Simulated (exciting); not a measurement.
# BaY (P4/mmm) in exciting: reference runs

Reference runs on BaY: the cell as given.

Everything below comes from runs of exciting (release sodium). Logs are shortened: lines on timing, memory, paths and dates and some standing lists are left out, and cuts for length are marked.

### 1 Starting point

It takes space group P4/mmm (No. 123, tetragonal). Conventional cell: a = 4.256 Å, b = 4.256 Å, c = 4.475 Å, α = 90.00°, β = 90.00°, γ = 90.00°. Ba (site symmetry 4/mmm) is surrounded by 8 Y at 3.75 Å and 4 Ba at 4.26 Å. Around Y (site symmetry 4/mmm) lie 8 Ba at 3.75 Å and 4 Y at 4.26 Å.

The cell was built by a generator and needn't be a form met in nature.

### 2 Single point, PBE

input.xml

```xml
<input>
  <title>BaY</title>
  <structure speciespath="./" tshift="false">
    <crystal scale="1">
      <basevect>8.042088193363 0.000000000000 0.000000000000</basevect>
      <basevect>0.000000000000 8.042088193363 0.000000000000</basevect>
      <basevect>0.000000000000 0.000000000000 8.457323100447</basevect>
    </crystal>
    <species speciesfile="Ba.xml" rmt="2.3">
      <atom coord="0.000000000000 0.000000000000 0.000000000000"/>
    </species>
    <species speciesfile="Y.xml" rmt="2.3">
      <atom coord="0.500000000000 0.500000000000 0.500000000000"/>
    </species>
  </structure>
  <groundstate do="fromscratch" ngridk="6 6 6" rgkmax="9" gmaxvr="14" lmaxapw="10" lmaxmat="10" lmaxvr="8" xctype="GGA_PBE" stype="Fermi Dirac" swidth="0.00183747" nempty="14" ValenceRelativity="iora*" epsengy="1e-05" epspot="1e-05" maxscl="60" tforce="true" outputlevel="normal"/>
</input>
```

Potentials or basis: all-electron LAPW+lo, shipped species files, valence relativity iora*.

Command:

```
> OMP_NUM_THREADS=1 exciting_smp
```

INFO.OUT:

```text
================================================================================
EXCITING SODIUM started
[... 10 lines left out ...]

 Lattice vectors (cartesian) :
      8.0420881934      0.0000000000      0.0000000000
      0.0000000000      8.0420881934      0.0000000000
      0.0000000000      0.0000000000      8.4573231004

 Reciprocal lattice vectors (cartesian) :
      0.7812877895      0.0000000000      0.0000000000
      0.0000000000      0.7812877895      0.0000000000
      0.0000000000      0.0000000000      0.7429283749

 Unit cell volume                           :     546.9789150660
 Brillouin zone volume                      :       0.4534913625

 Species :    1 (Ba)
     parameters loaded from                 :    Ba.xml
     name                                   :    barium
     nuclear charge                         :     -56.00000000
     electronic charge                      :      56.00000000
     atomic mass                            :  250331.80700000
     muffin-tin radius                      :       2.30000000
     # of radial points in muffin-tin       :     450

     atomic positions (lattice) :
       1 :   0.00000000  0.00000000  0.00000000

 Species :    2 (Y)
     parameters loaded from                 :    Y.xml
     name                                   :    yttrium
     nuclear charge                         :     -39.00000000
     electronic charge                      :      39.00000000
     atomic mass                            :  162065.45020000
     muffin-tin radius                      :       2.30000000
     # of radial points in muffin-tin       :     400

     atomic positions (lattice) :
       1 :   0.50000000  0.50000000  0.50000000

 Total number of atoms per unit cell        :       2

 Spin treatment                             :    spin-unpolarised

 Number of Bravais lattice symmetries       :      16
 Number of crystal symmetries               :      16

 k-point grid                               :       6    6    6
 Total number of k-points                   :      40
 k-point set is reduced with crystal symmetries

 R^MT_min * |G+k|_max (rgkmax)              :       9.00000000
 Species with R^MT_min                      :       1 (Ba)
 Maximum |G+k| for APW functions            :       3.91304348
 Maximum |G| for potential and density      :      14.00000000

 G-vector grid sizes                        :      36    36    40
 Total number of G-vectors                  :   25265

 Maximum angular momentum used for
     APW functions                          :      10
     computing H and O matrix elements      :      10
     potential and density                  :       8
     inner part of muffin-tin               :       2

 Total nuclear charge                       :     -95.00000000
 Total electronic charge                    :      95.00000000
 Total core charge                          :      64.00000000
 Total valence charge                       :      31.00000000

 Number of empty states                     :      14
 Total number of valence states             :      30

 Maximum Hamiltonian size                   :     596
 Maximum number of plane-waves              :     568
 Total number of local-orbitals             :      28

 Exchange-correlation type                  :      20
     Perdew-Burke-Ernzerhof, Phys. Rev. Lett. 77, 3865 (1996)
     Generalised gradient approximation (GGA)

[... 20 lines left out ...]
+ SCF iteration number :    1                                                  +
++++++++++++++++++++++++++++++++++++++++++++++++++++++++++++++++++++++++++++++++
 Total energy                               :    -11523.05263576
 _______________________________________________________________
 Fermi energy                               :         0.25305071
 Kinetic energy                             :     12182.39536314
 Coulomb energy                             :    -23397.46317254
 Exchange energy                            :      -302.96377945
 Correlation energy                         :        -5.02104691

 DOS at Fermi energy (states/Ha/cell)       :        80.95441573

 Electron charges :
     core                                   :        64.00000000
     core leakage                           :         0.00024581
     valence                                :        31.00000000
     interstitial                           :         6.46629715
     charge in muffin-tin spheres :
                  atom     1    Ba          :        52.48979376
                  atom     2     Y          :        36.04390910
     total charge in muffin-tins            :        88.53370285
     total charge                           :        95.00000000

++++++++++++++++++++++++++++++++++++++++++++++++++++++++++++++++++++++++++++++++
+ SCF iteration number :    2                                                  +
++++++++++++++++++++++++++++++++++++++++++++++++++++++++++++++++++++++++++++++++
 Total energy                               :    -11524.32170276
 _______________________________________________________________
 Fermi energy                               :         0.25252897
 Kinetic energy                             :     12181.63121549
 Coulomb energy                             :    -23397.92606416
 Exchange energy                            :      -303.00611747
 Correlation energy                         :        -5.02073662

 DOS at Fermi energy (states/Ha/cell)       :        89.07969594

 Electron charges :
     core                                   :        64.00000000
     core leakage                           :         0.00024454
     valence                                :        31.00000000
     interstitial                           :         6.41436356
     charge in muffin-tin spheres :
                  atom     1    Ba          :        52.45567604
                  atom     2     Y          :        36.12996040
     total charge in muffin-tins            :        88.58563644
     total charge                           :        95.00000000

 RMS change in effective potential (target) :  0.426565E-01  ( 0.100000E-04)
 Absolute change in total energy   (target) :   1.26907      ( 0.100000E-04)
 Charge distance                   (target) :  0.265122E-02  ( 0.100000E-04)
 Abs. change in max-nonIBS-force   (target) :   0.00000      ( 0.500000E-04)

++++++++++++++++++++++++++++++++++++++++++++++++++++++++++++++++++++++++++++++++
+ SCF iteration number :    3                                                  +
++++++++++++++++++++++++++++++++++++++++++++++++++++++++++++++++++++++++++++++++
 Total energy                               :    -11524.90112399
 _______________________________________________________________
 Fermi energy                               :         0.25299608
 Kinetic energy                             :     12181.15074321
 Coulomb energy                             :    -23398.00765793
 Exchange energy                            :      -303.02362388
 Correlation energy                         :        -5.02058538

 DOS at Fermi energy (states/Ha/cell)       :        92.89864729

 Electron charges :
     core                                   :        64.00000000
     core leakage                           :         0.00024386
     valence                                :        31.00000000
     interstitial                           :         6.38498353
     charge in muffin-tin spheres :
                  atom     1    Ba          :        52.44749230
                  atom     2     Y          :        36.16752416
     total charge in muffin-tins            :        88.61501647
     total charge                           :        95.00000000
[... 338 lines left out ...]
 Electron charges :
     core                                   :        64.00000000
     core leakage                           :         0.00024314
     valence                                :        31.00000000
     interstitial                           :         6.35683090
     charge in muffin-tin spheres :
                  atom     1    Ba          :        52.45622478
                  atom     2     Y          :        36.18694432
     total charge in muffin-tins            :        88.64316910
     total charge                           :        95.00000000

 RMS change in effective potential (target) :  0.412805E-08  ( 0.100000E-04)
 Absolute change in total energy   (target) :  0.997765E-06  ( 0.100000E-04)
 Charge distance                   (target) :  0.171603E-08  ( 0.100000E-04)
 Abs. change in max-nonIBS-force   (target) :   0.00000      ( 0.500000E-04)

++++++++++++++++++++++++++++++++++++++++++++++++++++++++++++++++++++++++++++++++
+ SCF iteration number :   16                                                  +
++++++++++++++++++++++++++++++++++++++++++++++++++++++++++++++++++++++++++++++++
 Total energy                               :    -11525.05981126
 _______________________________________________________________
 Fermi energy                               :         0.25747356
 Kinetic energy                             :     12180.79463938
 Coulomb energy                             :    -23397.79950744
 Exchange energy                            :      -303.03438274
 Correlation energy                         :        -5.02056045

 DOS at Fermi energy (states/Ha/cell)       :        93.14848423

 Electron charges :
     core                                   :        64.00000000
     core leakage                           :         0.00024314
     valence                                :        31.00000000
     interstitial                           :         6.35683089
     charge in muffin-tin spheres :
                  atom     1    Ba          :        52.45622477
                  atom     2     Y          :        36.18694434
     total charge in muffin-tins            :        88.64316911
     total charge                           :        95.00000000

 RMS change in effective potential (target) :  0.308119E-08  ( 0.100000E-04)
 Absolute change in total energy   (target) :  0.177943E-06  ( 0.100000E-04)
 Charge distance                   (target) :  0.499893E-09  ( 0.100000E-04)
 Abs. change in max-nonIBS-force   (target) :   0.00000      ( 0.500000E-04)

++++++++++++++++++++++++++++++++++++++++++++++++++++++++++++++++++++++++++++++++
| Convergency criteria checked for the last 2 iterations                       +
| Convergence targets achieved. Performing final SCF iteration                 +
++++++++++++++++++++++++++++++++++++++++++++++++++++++++++++++++++++++++++++++++
 Total energy                               :    -11525.05981133
 _______________________________________________________________
 Fermi energy                               :         0.25747356
 Kinetic energy                             :     12180.79463937
 Coulomb energy                             :    -23397.79950750
 Exchange energy                            :      -303.03438275
 Correlation energy                         :        -5.02056045

 DOS at Fermi energy (states/Ha/cell)       :        93.14848240

 Electron charges :
     core                                   :        64.00000000
     core leakage                           :         0.00024314
     valence                                :        31.00000000
     interstitial                           :         6.35683088
     charge in muffin-tin spheres :
                  atom     1    Ba          :        52.45622477
                  atom     2     Y          :        36.18694434
     total charge in muffin-tins            :        88.64316912
     total charge                           :        95.00000000

++++++++++++++++++++++++++++++++++++++++++++++++++++++++++++++++++++++++++++++++
+ Self-consistent loop stopped                                                 +
++++++++++++++++++++++++++++++++++++++++++++++++++++++++++++++++++++++++++++++++
 STATE.OUT is written

--------------------------------------------------------------------------------
- Writing atomic positions and forces                                          -
--------------------------------------------------------------------------------

 Atomic positions (lattice) :
 atom     1  Ba  :     0.00000000    0.00000000    0.00000000
 atom     2   Y  :     0.50000000    0.50000000    0.50000000

 Total atomic forces including IBS (cartesian) :
 atom     1  Ba  :    -0.00000000    0.00000000    0.00000000
 atom     2   Y  :     0.00000000    0.00000000    0.00000000

 Atomic force components including IBS (cartesian) :
 atom     1  Ba  :     0.00000000    0.00000000    0.00000000   HF force
                 :     0.00000000    0.00000000    0.00000000   core correction
                 :     0.00000000    0.00000000    0.00000000   IBS correction
 atom     2   Y  :    -0.00000000    0.00000000    0.00000000   HF force
                 :    -0.00000000   -0.00000000    0.00000000   core correction
                 :    -0.00000000   -0.00000000    0.00000000   IBS correction

********************************************************************************
[... 7 lines left out ...]
| EXCITING SODIUM stopped                                                      =
================================================================================
```

Wall time 5.5 min (1 thread of Arm Neoverse V1, shared host); peak memory 0.16 GiB.

Results:

```
Free energy                                       : -313612.8815 eV
Band gap on the k mesh                            : none (metal or under the smearing width)
All electrons inside the program's atomic spheres : Ba 52.46; Y 36.19 (radii Ba 2.3, Y 2.3 bohr)
```

Caveat: the log's total energy holds no entropy term; the free energy is that total less TS from the occupations; the basis of Au and Ba changes in steps between geometries, so energy differences can be off by several meV.
